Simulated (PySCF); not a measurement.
# A gas-phase reaction: AlH3O3 + FH → AlFH2O2 + H2O

Aim: the reaction energy of `[OH][Al]([OH])[OH]` + `F` → `[OH][Al]([OH])[F]` + `O`.

Programs: PySCF 2.14.0. All values are calculated, for the isolated system unless a continuum is named. Atoms count from 0, parts from 1.

### 1 Starting point

Each species was relaxed by itself at PBE0-D3(BJ)/def2-SVPD.

### 2 Reaction energy: wB97M-D3(BJ)/def2-TZVPD

What the job is given:

```
{"job": {"kind": "react", "xc": "wB97M-D3(BJ)", "basis": "def2-TZVPD"}, "charge": 0, "multiplicity": 1}
-1 AlH3O3 charge 0 multiplicity 1
O     -0.037450    -1.375020     1.021790
Al     0.020860    -0.003340     0.014280
O     -1.289130     1.085250    -0.015140
O      1.387720     0.278440    -0.962280
H      0.657270    -2.029490     1.089580
H     -2.082110     0.987910     0.511740
H      1.486770     1.025710    -1.551710

-1 FH charge 0 multiplicity 1
F      0.458750     0.015580    -0.031490
H     -0.458750    -0.015580     0.031490

+1 AlFH2O2 charge 0 multiplicity 1
O      0.861050    -1.048200    -0.467680
Al     0.021470     0.182760     0.347810
O     -1.428340     0.819720    -0.251410
F      0.602250     0.806560     1.778000
H      1.686500    -1.434390    -0.174780
H     -1.857760     0.546450    -1.061410

+1 H2O charge 0 multiplicity 1
O     -0.000060     0.389390     0.002430
H     -0.762860    -0.194810    -0.000150
H      0.762940    -0.194550    -0.002290
```

Level: wB97M-D3(BJ)/def2-TZVPD reaction energy of separated species, gas phase.

On the command line:

```sh
$ OMP_NUM_THREADS=1 python cluster_run.py task.json out
```

This one command runs all jobs of the session in turn.

Log:

```text
species 1 (AlH3O3)
coarse grid: 29312 points
cycle   1  E = -470.0490739214  dE =  2.239e-01  |g| = 1.141e+00  |ddm| = 2.267e+00
cycle   2  E = -470.0055417582  dE =  4.353e-02  |g| = 1.316e+00  |ddm| = 1.739e+00
cycle   3  E = -470.2875632681  dE = -2.820e-01  |g| = 4.390e-02  |ddm| = 8.878e-01
cycle   4  E = -470.2881867005  dE = -6.234e-04  |g| = 1.160e-02  |ddm| = 5.469e-02
cycle   5  E = -470.2882534813  dE = -6.678e-05  |g| = 2.140e-03  |ddm| = 2.035e-02
cycle   6  E = -470.2882571689  dE = -3.688e-06  |g| = 6.153e-04  |ddm| = 4.314e-03
final grid: 61632 points
cycle   7  E = -470.2882815230  dE = -3.534e-07  |g| = 3.122e-04  |ddm| = 3.776e-03
cycle   8  E = -470.2882815562  dE = -3.318e-08  |g| = 2.664e-04  |ddm| = 6.926e-04
cycle   9  E = -470.2882815696  dE = -1.337e-08  |g| = 7.054e-05  |ddm| = 1.789e-04
cycle  10  E = -470.2882815725  dE = -2.981e-09  |g| = 2.208e-05  |ddm| = 1.603e-04
cycle  11  E = -470.2882815728  dE = -2.769e-10  |g| = 6.517e-06  |ddm| = 4.434e-05
converged SCF energy = -470.2882815728

species 2 (FH)
coarse grid: 7776 points
cycle   1  E = -100.4688207716  dE = -9.408e-02  |g| = 4.644e-01  |ddm| = 6.197e-01
cycle   2  E = -100.4725018579  dE = -3.681e-03  |g| = 5.038e-01  |ddm| = 3.808e-01
cycle   3  E = -100.5053156687  dE = -3.281e-02  |g| = 2.574e-02  |ddm| = 1.678e-01
cycle   4  E = -100.5053916465  dE = -7.598e-05  |g| = 5.006e-03  |ddm| = 1.077e-02
cycle   5  E = -100.5053962876  dE = -4.641e-06  |g| = 4.334e-04  |ddm| = 3.766e-03
final grid: 16976 points
cycle   6  E = -100.5053933129  dE = -6.405e-08  |g| = 1.048e-04  |ddm| = 8.210e-04
cycle   7  E = -100.5053933164  dE = -3.452e-09  |g| = 7.881e-05  |ddm| = 2.171e-04
cycle   8  E = -100.5053933172  dE = -8.141e-10  |g| = 2.092e-05  |ddm| = 3.721e-05
converged SCF energy = -100.5053933172

species 3 (AlFH2O2)
coarse grid: 26960 points
cycle   1  E = -494.1296659574  dE =  1.475e-01  |g| = 1.072e+00  |ddm| = 2.170e+00
cycle   2  E = -494.0920759665  dE =  3.759e-02  |g| = 1.255e+00  |ddm| = 1.496e+00
cycle   3  E = -494.3351171241  dE = -2.430e-01  |g| = 3.981e-02  |ddm| = 7.579e-01
cycle   4  E = -494.3356358690  dE = -5.187e-04  |g| = 1.347e-02  |ddm| = 5.231e-02
cycle   5  E = -494.3356946987  dE = -5.883e-05  |g| = 7.968e-03  |ddm| = 1.825e-02
cycle   6  E = -494.3357064087  dE = -1.171e-05  |g| = 2.398e-03  |ddm| = 5.440e-03
cycle   7  E = -494.3357081121  dE = -1.703e-06  |g| = 3.273e-04  |ddm| = 2.671e-03
final grid: 56656 points
cycle   8  E = -494.3357244844  dE = -2.144e-07  |g| = 1.962e-04  |ddm| = 2.541e-03
cycle   9  E = -494.3357244981  dE = -1.372e-08  |g| = 1.582e-04  |ddm| = 5.363e-04
cycle  10  E = -494.3357245030  dE = -4.878e-09  |g| = 4.759e-05  |ddm| = 9.687e-05
cycle  11  E = -494.3357245044  dE = -1.410e-09  |g| = 1.249e-05  |ddm| = 1.114e-04
cycle  12  E = -494.3357245045  dE = -1.073e-10  |g| = 4.767e-06  |ddm| = 2.994e-05
converged SCF energy = -494.3357245045

species 4 (H2O)
coarse grid: 10128 points
cycle   1  E = -76.4117498910  dE = -7.454e-02  |g| = 5.872e-01  |ddm| = 8.994e-01
cycle   2  E = -76.4087426085  dE =  3.007e-03  |g| = 6.461e-01  |ddm| = 5.038e-01
cycle   3  E = -76.4759334255  dE = -6.719e-02  |g| = 2.731e-02  |ddm| = 2.374e-01
cycle   4  E = -76.4760586285  dE = -1.252e-04  |g| = 5.497e-03  |ddm| = 1.609e-02
cycle   5  E = -76.4760673053  dE = -8.677e-06  |g| = 8.214e-04  |ddm| = 5.831e-03
final grid: 21952 points
cycle   6  E = -76.4760630068  dE = -1.975e-07  |g| = 5.842e-04  |ddm| = 1.373e-03
cycle   7  E = -76.4760630136  dE = -6.840e-09  |g| = 6.465e-04  |ddm| = 6.469e-04
cycle   8  E = -76.4760630773  dE = -6.362e-08  |g| = 3.198e-05  |ddm| = 2.235e-04
cycle   9  E = -76.4760630781  dE = -8.225e-10  |g| = 4.134e-06  |ddm| = 1.105e-04
converged SCF energy = -76.4760630781

Reaction energy = -11.117 kcal/mol
```

Run time: 35 s. Hardware: 1 thread of Arm Neoverse N1, shared host; peak memory 0.63 GiB.

Species by species (with the dispersion term, which the log's SCF energies lack):

```tsv
ν	species	energy (Eh)	HOMO (eV)
-1	[OH][Al]([OH])[OH]	-470.29259	-11.67
-1	F	-100.50563	-14.54
+1	[OH][Al]([OH])[F]	-494.33912	-12.00
+1	O	-76.47682	-11.72
```

### 3 Energies of the species: PBE0-D3(BJ)/def2-TZVPD

Same as in step 2 but for these lines:

```diff
@@ -1,2 +1,2 @@
-{"job": {"kind": "react", "xc": "wB97M-D3(BJ)", "basis": "def2-TZVPD"}, "charge": 0, "multiplicity": 1}
+{"job": {"kind": "react", "xc": "PBE0", "basis": "def2-TZVPD", "disp": "d3bj"}, "charge": 0, "multiplicity": 1}
 -1 AlH3O3 charge 0 multiplicity 1
```

Level: PBE0-D3(BJ)/def2-TZVPD reaction energy of separated species, gas phase.

Log:

```text
species 1 (AlH3O3)
coarse grid: 6744 points
cycle   1  E = -469.5498719940  dE =  3.665e-01  |g| = 1.285e+00  |ddm| = 2.378e+00
cycle   2  E = -469.0253751351  dE =  5.245e-01  |g| = 2.105e+00  |ddm| = 2.469e+00
cycle   3  E = -469.8409909881  dE = -8.156e-01  |g| = 7.188e-02  |ddm| = 1.639e+00
cycle   4  E = -469.8420134686  dE = -1.022e-03  |g| = 1.520e-02  |ddm| = 6.226e-02
cycle   5  E = -469.8420570099  dE = -4.354e-05  |g| = 2.920e-03  |ddm| = 1.844e-02
cycle   6  E = -469.8420585078  dE = -1.498e-06  |g| = 8.086e-04  |ddm| = 2.507e-03
final grid: 61632 points
cycle   7  E = -469.8422682540  dE = -3.056e-05  |g| = 7.176e-03  |ddm| = 3.068e-02
cycle   8  E = -469.8422567781  dE =  1.148e-05  |g| = 1.087e-02  |ddm| = 1.078e-02
cycle   9  E = -469.8422763595  dE = -1.958e-05  |g| = 2.961e-04  |ddm| = 7.136e-03
cycle  10  E = -469.8422763734  dE = -1.391e-08  |g| = 6.478e-05  |ddm| = 2.089e-04
cycle  11  E = -469.8422763738  dE = -4.359e-10  |g| = 4.499e-05  |ddm| = 7.108e-05
cycle  12  E = -469.8422763742  dE = -3.391e-10  |g| = 8.245e-06  |ddm| = 3.198e-05
converged SCF energy = -469.8422763742

species 2 (FH)
coarse grid: 1712 points
cycle   1  E = -100.3540849501  dE = -3.605e-02  |g| = 4.957e-01  |ddm| = 6.253e-01
cycle   2  E = -100.3145675302  dE =  3.952e-02  |g| = 7.430e-01  |ddm| = 5.125e-01
cycle   3  E = -100.3938070922  dE = -7.924e-02  |g| = 2.284e-02  |ddm| = 2.892e-01
cycle   4  E = -100.3938826559  dE = -7.556e-05  |g| = 4.205e-03  |ddm| = 9.787e-03
cycle   5  E = -100.3938846395  dE = -1.984e-06  |g| = 3.555e-04  |ddm| = 1.247e-03
final grid: 16976 points
cycle   6  E = -100.3948395011  dE = -1.853e-05  |g| = 3.984e-03  |ddm| = 7.472e-03
cycle   7  E = -100.3948375906  dE =  1.911e-06  |g| = 5.478e-03  |ddm| = 3.342e-03
cycle   8  E = -100.3948416492  dE = -4.059e-06  |g| = 9.968e-05  |ddm| = 2.006e-03
cycle   9  E = -100.3948416505  dE = -1.289e-09  |g| = 1.782e-05  |ddm| = 3.938e-05
cycle  10  E = -100.3948416506  dE = -4.772e-11  |g| = 3.051e-06  |ddm| = 1.027e-05
converged SCF energy = -100.3948416506

species 3 (AlFH2O2)
coarse grid: 6128 points
cycle   1  E = -493.6232584446  dE =  2.828e-01  |g| = 1.195e+00  |ddm| = 2.284e+00
cycle   2  E = -493.1846158922  dE =  4.386e-01  |g| = 1.973e+00  |ddm| = 2.117e+00
cycle   3  E = -493.8679238325  dE = -6.833e-01  |g| = 7.653e-02  |ddm| = 1.413e+00
cycle   4  E = -493.8684532913  dE = -5.295e-04  |g| = 6.628e-02  |ddm| = 8.219e-02
cycle   5  E = -493.8690963576  dE = -6.431e-04  |g| = 8.445e-03  |ddm| = 3.338e-02
cycle   6  E = -493.8691071066  dE = -1.075e-05  |g| = 1.490e-03  |ddm| = 6.691e-03
cycle   7  E = -493.8691075153  dE = -4.087e-07  |g| = 3.047e-04  |ddm| = 1.102e-03
final grid: 56656 points
cycle   8  E = -493.8740053158  dE = -4.119e-05  |g| = 6.075e-03  |ddm| = 2.743e-02
cycle   9  E = -493.8739967166  dE =  8.599e-06  |g| = 9.249e-03  |ddm| = 8.820e-03
cycle  10  E = -493.8740110319  dE = -1.432e-05  |g| = 4.317e-04  |ddm| = 5.896e-03
cycle  11  E = -493.8740110528  dE = -2.091e-08  |g| = 2.347e-04  |ddm| = 2.752e-04
cycle  12  E = -493.8740110603  dE = -7.504e-09  |g| = 4.065e-05  |ddm| = 1.142e-04
cycle  13  E = -493.8740110605  dE = -2.303e-10  |g| = 5.143e-06  |ddm| = 2.510e-05
converged SCF energy = -493.8740110605

species 4 (H2O)
coarse grid: 2328 points
cycle   1  E = -76.3044309534  dE = -5.301e-03  |g| = 6.571e-01  |ddm| = 9.011e-01
cycle   2  E = -76.1882113715  dE =  1.162e-01  |g| = 1.036e+00  |ddm| = 7.256e-01
cycle   3  E = -76.3820304571  dE = -1.938e-01  |g| = 3.132e-02  |ddm| = 4.396e-01
cycle   4  E = -76.3822127601  dE = -1.823e-04  |g| = 5.864e-03  |ddm| = 1.606e-02
cycle   5  E = -76.3822178991  dE = -5.139e-06  |g| = 7.850e-04  |ddm| = 2.507e-03
final grid: 21952 points
cycle   6  E = -76.3808944172  dE = -1.510e-05  |g| = 3.449e-03  |ddm| = 9.317e-03
cycle   7  E = -76.3808924496  dE =  1.968e-06  |g| = 4.755e-03  |ddm| = 3.323e-03
cycle   8  E = -76.3808961693  dE = -3.720e-06  |g| = 2.518e-04  |ddm| = 1.965e-03
cycle   9  E = -76.3808961799  dE = -1.061e-08  |g| = 2.399e-05  |ddm| = 1.101e-04
cycle  10  E = -76.3808961800  dE = -1.119e-10  |g| = 3.293e-06  |ddm| = 1.516e-05
converged SCF energy = -76.3808961800

Reaction energy = -10.910 kcal/mol
```

It took 17 s on 1 thread of Arm Neoverse N1, shared host; peak memory 0.6 GiB.

Reaction energy at this level: -10.91 kcal/mol.

### 4 Reaction energy: MP2/def2-TZVPD

Same as in step 3 but for these lines:

```diff
@@ -1,2 +1,2 @@
-{"job": {"kind": "react", "xc": "PBE0", "basis": "def2-TZVPD", "disp": "d3bj"}, "charge": 0, "multiplicity": 1}
+{"job": {"kind": "react", "xc": "MP2", "basis": "def2-TZVPD"}, "charge": 0, "multiplicity": 1}
 -1 AlH3O3 charge 0 multiplicity 1
```

Method: MP2/def2-TZVPD reaction energy of separated species, gas phase.

Log:

```text
species 1 (AlH3O3)
final grid: 61632 points
cycle   1  E = -468.4160352575  dE =  2.203e-02  |g| = 8.462e-01  |ddm| = 2.194e+00
cycle   2  E = -468.5037393634  dE = -8.770e-02  |g| = 5.443e-01  |ddm| = 9.926e-01
cycle   3  E = -468.5511855416  dE = -4.745e-02  |g| = 4.574e-02  |ddm| = 3.445e-01
cycle   4  E = -468.5519538012  dE = -7.683e-04  |g| = 9.599e-03  |ddm| = 5.796e-02
cycle   5  E = -468.5520146194  dE = -6.082e-05  |g| = 2.710e-03  |ddm| = 1.762e-02
cycle   6  E = -468.5520205878  dE = -5.968e-06  |g| = 6.905e-04  |ddm| = 5.683e-03
cycle   7  E = -468.5520209520  dE = -3.642e-07  |g| = 1.352e-04  |ddm| = 1.509e-03
cycle   8  E = -468.5520209620  dE = -9.974e-09  |g| = 4.711e-05  |ddm| = 2.241e-04
cycle   9  E = -468.5520209630  dE = -9.675e-10  |g| = 2.023e-05  |ddm| = 7.656e-05
converged SCF energy = -468.5520209630

species 2 (FH)
final grid: 16976 points
cycle   1  E = -100.0371201873  dE = -1.649e-01  |g| = 4.007e-01  |ddm| = 6.032e-01
cycle   2  E = -100.0578878305  dE = -2.077e-02  |g| = 2.336e-01  |ddm| = 2.533e-01
cycle   3  E = -100.0646341790  dE = -6.746e-03  |g| = 2.356e-02  |ddm| = 8.091e-02
cycle   4  E = -100.0647516066  dE = -1.174e-04  |g| = 6.199e-03  |ddm| = 1.253e-02
cycle   5  E = -100.0647673182  dE = -1.571e-05  |g| = 1.459e-03  |ddm| = 5.121e-03
cycle   6  E = -100.0647685912  dE = -1.273e-06  |g| = 2.290e-04  |ddm| = 1.848e-03
cycle   7  E = -100.0647686255  dE = -3.438e-08  |g| = 1.958e-05  |ddm| = 4.211e-04
cycle   8  E = -100.0647686257  dE = -1.852e-10  |g| = 2.360e-06  |ddm| = 2.495e-05
converged SCF energy = -100.0647686257

species 3 (AlFH2O2)
final grid: 56656 points
cycle   1  E = -492.4498490207  dE = -5.755e-02  |g| = 8.260e-01  |ddm| = 2.103e+00
cycle   2  E = -492.5307467202  dE = -8.090e-02  |g| = 5.395e-01  |ddm| = 8.573e-01
cycle   3  E = -492.5742415869  dE = -4.349e-02  |g| = 4.121e-02  |ddm| = 3.029e-01
cycle   4  E = -492.5748950391  dE = -6.535e-04  |g| = 9.638e-03  |ddm| = 5.578e-02
cycle   5  E = -492.5749494289  dE = -5.439e-05  |g| = 3.535e-03  |ddm| = 1.543e-02
cycle   6  E = -492.5749558756  dE = -6.447e-06  |g| = 1.731e-03  |ddm| = 4.345e-03
cycle   7  E = -492.5749570985  dE = -1.223e-06  |g| = 4.049e-04  |ddm| = 2.334e-03
cycle   8  E = -492.5749572001  dE = -1.015e-07  |g| = 7.468e-05  |ddm| = 7.690e-04
cycle   9  E = -492.5749572036  dE = -3.497e-09  |g| = 2.243e-05  |ddm| = 1.461e-04
cycle  10  E = -492.5749572039  dE = -3.009e-10  |g| = 5.735e-06  |ddm| = 4.394e-05
converged SCF energy = -492.5749572039

species 4 (H2O)
final grid: 21952 points
cycle   1  E = -76.0248946544  dE = -1.467e-01  |g| = 4.364e-01  |ddm| = 8.776e-01
cycle   2  E = -76.0503806839  dE = -2.549e-02  |g| = 2.594e-01  |ddm| = 2.972e-01
cycle   3  E = -76.0608897069  dE = -1.051e-02  |g| = 2.594e-02  |ddm| = 1.025e-01
cycle   4  E = -76.0610470656  dE = -1.574e-04  |g| = 5.694e-03  |ddm| = 1.523e-02
cycle   5  E = -76.0610614331  dE = -1.437e-05  |g| = 1.176e-03  |ddm| = 5.302e-03
cycle   6  E = -76.0610623228  dE = -8.897e-07  |g| = 2.235e-04  |ddm| = 1.658e-03
cycle   7  E = -76.0610623595  dE = -3.670e-08  |g| = 3.304e-05  |ddm| = 3.733e-04
cycle   8  E = -76.0610623602  dE = -6.656e-10  |g| = 4.159e-06  |ddm| = 3.886e-05
converged SCF energy = -76.0610623602

Reaction energy = -10.672 kcal/mol
```

Run time: 8 s. Hardware: 1 thread of Arm Neoverse N1, shared host; peak memory 0.45 GiB.

Reaction energy at this level: -10.67 kcal/mol.

### 5 Side by side

Energies in kcal/mol, with wall time:

```tsv
run	reaction	time
wB97M-D3(BJ)/def2-TZVPD	-11.12	35 s
PBE0-D3(BJ)/def2-TZVPD	-10.91	17 s
MP2/def2-TZVPD	-10.67	8 s
```

### 6 Outcome

| quantity | value |
| --- | --- |
| reaction energy (wB97M-D3(BJ)/def2-TZVPD) | -11.12 kcal/mol |
| ΔH, ΔG at 298 K (xTB thermal terms) | -10.7, -12.1 kcal/mol |
| range of the reaction energy over the runs of this table | -11.12 to -10.67 kcal/mol |

**Reading.** The reaction is exothermic by 10.7 kcal/mol in the gas phase; dispersion gives +0.25, and xTB itself gave -17.20 for the electronic energy (xTB energies and thermal terms come from the earlier relaxation of each species, not shown). No barrier was sought. The reaction energy runs from -11.12 (wB97M-D3(BJ)/def2-TZVPD) to -10.67 kcal/mol (MP2/def2-TZVPD).
